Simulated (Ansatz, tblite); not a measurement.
# Sn10H16 hole sphere (Sn9AsH16+): rung by rung

Aim: run the singlet of Sn10H16 hole sphere (Sn9AsH16+) at one geometry on many levels, and compare frontier levels, spin and run time.

Method: as each input shows; program: Ansatz 0.2.0, Gaussian basis.

Levels to be run: GFN1-xTB, GFN2-xTB, PBE-D4/def2-TZVP, r2SCAN-D4/def2-TZVP, r2SCAN0-D4/def2-TZVP, LDA/def2-TZVP, revPBE-D4/def2-TZVP, PBE-D4/def2-SVP, PBE0-D4/def2-SVP, MP2/def2-TZVP, RPA/def2-TZVP.

1 further run of the same task is left out (set aside as unsound or not needed).

## (1) The structure

The geometry is that of the singlet, from an earlier relaxation (r2SCAN-D4/def2-SVP).

26 atoms, charge 1, spin multiplicity 1.

Bond lengths: Sn1–Sn5 2.803 Å, Sn1–Sn7 2.803 Å, Sn1–Sn8 2.803 Å, Sn1–H11 1.719 Å, Sn2–Sn6 2.803 Å, Sn2–Sn7 2.803 Å, Sn2–Sn9 2.805 Å, Sn2–H12 1.719 Å, Sn3–Sn5 2.803 Å, Sn3–Sn6 2.803 Å, Sn3–Sn10 2.804 Å, Sn3–H13 1.719 Å, As4–Sn8 2.661 Å, As4–Sn9 2.661 Å, As4–Sn10 2.661 Å, As4–H14 1.514 Å, Sn5–H15 1.713 Å, Sn5–H16 1.713 Å and more. Angles: Sn5–Sn1–Sn7 112.7°, Sn5–Sn1–Sn8 107.9°, Sn5–Sn1–H11 111.8°, Sn7–Sn1–Sn8 108.0°, Sn7–Sn1–H11 111.9°, Sn8–Sn1–H11 103.9°, Sn6–Sn2–Sn7 112.9°, Sn6–Sn2–Sn9 107.9°, Sn6–Sn2–H12 111.9°, Sn7–Sn2–Sn9 107.8°, Sn7–Sn2–H12 111.9°, Sn9–Sn2–H12 103.9°, Sn5–Sn3–Sn6 112.9°, Sn5–Sn3–Sn10 108.0°, Sn5–Sn3–H13 111.8°, Sn6–Sn3–Sn10 107.8°, Sn6–Sn3–H13 111.9°, Sn10–Sn3–H13 103.9° and more.

Sn takes a core potential in the def2 sets. No spin-orbit coupling is included. The ion is computed in the gas phase, without counter-ions or solvent.

PBE0-D4/def2-TZVP was run before; its log isn't repeated, and its numbers join the tables.

## (2) GFN1-xTB

Tight binding, by tblite at 300 K electronic temperature and without a spin-polarisation term:

```python
tblite.interface.Calculator('GFN1-xTB', numbers, positions, charge=1, uhf=0).singlepoint()
```

Energy -905.4323 eV, HOMO -13.93 eV, LUMO -11.36 eV; 0.06 s.

## (3) GFN2-xTB

Tight binding, by tblite at 300 K electronic temperature and without a spin-polarisation term:

```python
tblite.interface.Calculator('GFN2-xTB', numbers, positions, charge=1, uhf=0).singlepoint()
```

Energy -793.7524 eV, HOMO -14.14 eV, LUMO -12.06 eV; 0.074 s.

## (4) PBE-D4/def2-TZVP

start.molden holds the orbitals of an earlier run on this state, given as this run's starting guess.

File in.yaml:

```yaml
crystal:
  periodic: [false, false, false]
  atoms:
    - {symbol: Sn, position_ang: [-1.649471, 1.561461, -1.655540]}
    - {symbol: Sn, position_ang: [1.561854, -1.652650, -1.648668]}
    - {symbol: Sn, position_ang: [-1.651338, -1.648725, 1.559772]}
    - {symbol: As, position_ang: [1.423772, 1.435131, 1.426006]}
    - {symbol: Sn, position_ang: [-3.290731, 0.010810, 0.005434]}
    - {symbol: Sn, position_ang: [0.012006, -3.292604, 0.014408]}
    - {symbol: Sn, position_ang: [0.012530, 0.006902, -3.292614]}
    - {symbol: Sn, position_ang: [-0.016961, 3.144756, -0.016122]}
    - {symbol: Sn, position_ang: [3.136136, -0.008811, -0.010003]}
    - {symbol: Sn, position_ang: [-0.009815, -0.012400, 3.137657]}
    - {symbol: H, position_ang: [-2.556646, 2.704212, -2.563856]}
    - {symbol: H, position_ang: [2.710008, -2.557493, -2.552556]}
    - {symbol: H, position_ang: [-2.560062, -2.550667, 2.706257]}
    - {symbol: H, position_ang: [2.297366, 2.308728, 2.300306]}
    - {symbol: H, position_ang: [-4.282048, -0.978000, -0.981243]}
    - {symbol: H, position_ang: [-4.254736, 1.011441, 1.006649]}
    - {symbol: H, position_ang: [-0.971643, -4.288846, -0.972182]}
    - {symbol: H, position_ang: [1.015324, -4.250199, 1.019124]}
    - {symbol: H, position_ang: [-0.975730, -0.980834, -4.283345]}
    - {symbol: H, position_ang: [1.015845, 1.005615, -4.256382]}
    - {symbol: H, position_ang: [1.216692, 4.063256, -0.770036]}
    - {symbol: H, position_ang: [-0.777153, 4.057776, 1.217729]}
    - {symbol: H, position_ang: [4.053915, 1.221445, -0.770338]}
    - {symbol: H, position_ang: [4.049638, -0.762777, 1.227359]}
    - {symbol: H, position_ang: [-0.763080, 1.216534, 4.062858]}
    - {symbol: H, position_ang: [1.230327, -0.771461, 4.043326]}
basis:
  gaussian: {orbitals: def2-TZVP, fitting: {mean_field: def2-universal-jkfit}, initial_orbitals: start.molden}
total_charge: 1
hamiltonian: {xc: pbe, dispersion: d4}
scf: {omitted_lower_state_checks: [starts]}
output: {forces: true, orbitals: {seedname: orbitals}}
```

Launch:

```sh
ansatz run in.yaml --threads 2 --pin off --events-out ev --progress --plain --max-ram 32768MiB --backend cuda --devices 0, --max-vram 18GiB
```

Further steps of the session: r2SCAN-D4/def2-TZVP; r2SCAN0-D4/def2-TZVP; LDA/def2-TZVP; revPBE-D4/def2-TZVP; PBE-D4/def2-SVP; PBE0-D4/def2-SVP; MP2/def2-TZVP; RPA/def2-TZVP.

Before running them: what should the planned runs give, taken together? Wanted: gap in def2-TZVP, named functionals, smallest and largest; correlation energy, MP2/def2-TZVP; PBE0 total energy, smallest basis above largest.

**Answer**, as computed:

```
                                                 quantity                                value
gap in def2-TZVP, named functionals, smallest and largest  3.49 eV (LDA), 5.37 eV (r2SCAN0-D4)
                        correlation energy, MP2/def2-TZVP                            -86.28 eV
          PBE0 total energy, smallest basis above largest        9.30 eV (def2-SVP, def2-TZVP)
```

**Reading.** Over the named functionals in def2-TZVP the gap runs from 3.49 eV (LDA) to 5.37 eV (r2SCAN0-D4); exact exchange widens it.
